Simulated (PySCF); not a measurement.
# Cl4La (La(Cl)4-): the cost of one run

Computed with PySCF 2.14.0. Level: PBE0, La lcecp-1-SVP with ECP46, Cl def2-SVP; scalar-relativistic core potentials, no spin–orbit coupling.

1 further run of the same task is left out (for a known fault of the program).

### Step 1. Starting geometry

5 atoms, charge -1, spin multiplicity 1.

Bond lengths: La1–Cl2 2.716 Å, La1–Cl3 2.716 Å, La1–Cl4 2.716 Å, La1–Cl5 2.716 Å. Angles: Cl2–La1–Cl3 109.5°, Cl2–La1–Cl4 109.5°, Cl2–La1–Cl5 109.5°, Cl3–La1–Cl4 109.5°, Cl3–La1–Cl5 109.5°, Cl4–La1–Cl5 109.5°.

Coordinates:

```
La    0.0000    0.0000    0.0000
Cl    1.5679    1.5679    1.5679
Cl   -1.5679   -1.5679    1.5679
Cl    1.5679   -1.5679   -1.5679
Cl   -1.5679    1.5679   -1.5679
```

Formal oxidation states: La +3. The 4f shell is empty and lies in the core potential.

### Step 2. SCF at the start, singlet

The input, run.py (the lines that set the calculation):

```python
mol = gto.M(atom='''
La     0.00000     0.00000     0.00000
Cl     1.56790     1.56790     1.56790
Cl    -1.56790    -1.56790     1.56790
Cl     1.56790    -1.56790    -1.56790
Cl    -1.56790     1.56790    -1.56790''',
    basis={'La': 'lcecp-1-SVP', 'Cl': 'def2-SVP'},
    ecp={'La': 'lcecp-1-SVP'},
    charge=-1, spin=0)
mf = dft.RKS(mol, xc='PBE0')
mf.grids.atom_grid = (50, 194)  # f atoms: unpruned, at least (60, 302)
mf = mf.density_fit()  # fitting sets: La AutoAux, Cl def2-universal-JKFIT
mf.conv_tol = 1e-08; mf.max_cycle = 55
mf.kernel(dm0)  # dm0: free metal ions and neutral atoms
```

Started as:

```bash
$ OMP_NUM_THREADS=2 python run.py
```

Q: Estimate wall time and peak memory on 2 threads of Arm Neoverse V2, shared host.

About 3.2 s, with a peak of 0.47 GiB.
